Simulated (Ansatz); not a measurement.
# C2H4IN, SMILES C=C(N)I: vertical spin-state energies

Program: Ansatz's Python interface.

Notebook, run cell by cell (the value of a cell's last expression is shown):

```python
import warnings

import ansatz as az
from ase import Atoms
```

```python
BASIS = 'def2-TZVP'
FUNCTIONAL = 'R2SCAN0'

warnings.simplefilter('ignore', az.DeckWarning)
```

```python
atoms = Atoms(['C', 'C', 'N', 'I', 'H', 'H', 'H', 'H'], positions=[
    (-0.2259, 1.119, -0.1284),
    (-0.168, -0.1643, -0.2705),
    (0.7812, -0.9136, 0.3092),
    (-1.4495, -1.2176, -1.394),
    (-1.0653, 1.7174, -0.6417),
    (0.4405, 1.7474, 0.4434),
    (0.5372, -1.872, 0.474),
    (1.242, -0.4735, 1.1522),
])
mol = az.Crystal.molecule_from_ase(atoms)
```

```python
calc = (
    mol.calculation()
    .basis(gaussian=BASIS)
    .functional(FUNCTIONAL)
)
found = {}
for unpaired in [0, 2]:
    summary = calc.spin('collinear', total=unpaired).run(threads=1).report
    s = unpaired / 2
    found[unpaired] = summary['free_energy_ev']
    print(f'2S+1 = {unpaired + 1}: E = {found[unpaired]:.5f} eV, <S^2> = {abs(summary["mean_field"]["state"]["spin_squared"]):.3f} (pure state {s * (s + 1):.2f})')
lowest = min(found, key=found.get)
for unpaired, e in found.items():
    print(f'multiplicity {unpaired + 1}: {96.485332 * (e - found[lowest]):.1f} kJ/mol above the lowest')
```

    2S+1 = 1: E = -11730.44297 eV, <S^2> = 0.000 (pure state 0.00)
    2S+1 = 3: E = -11726.55494 eV, <S^2> = 2.014 (pure state 2.00)
    multiplicity 1: 0.0 kJ/mol above the lowest
    multiplicity 3: 375.1 kJ/mol above the lowest

In order: multiplicity 1 (+0.00 eV) and multiplicity 3 (+3.89 eV), all at the one geometry.

Total energies depend on the basis set; only differences at equal settings carry meaning. The geometry is a force-field or estimated start, not a minimum of this method, and the basis set is short of its limit. All parts are taken at fixed geometry, without zero-point energy. def2 sets replace the cores of elements past krypton by effective core potentials. Spin-orbit coupling, which mixes and shifts the spin states of heavy atoms, is left out. Run time: 87 s on 1 thread of Arm Neoverse V2 (shared host), peak memory 0.74 GiB.
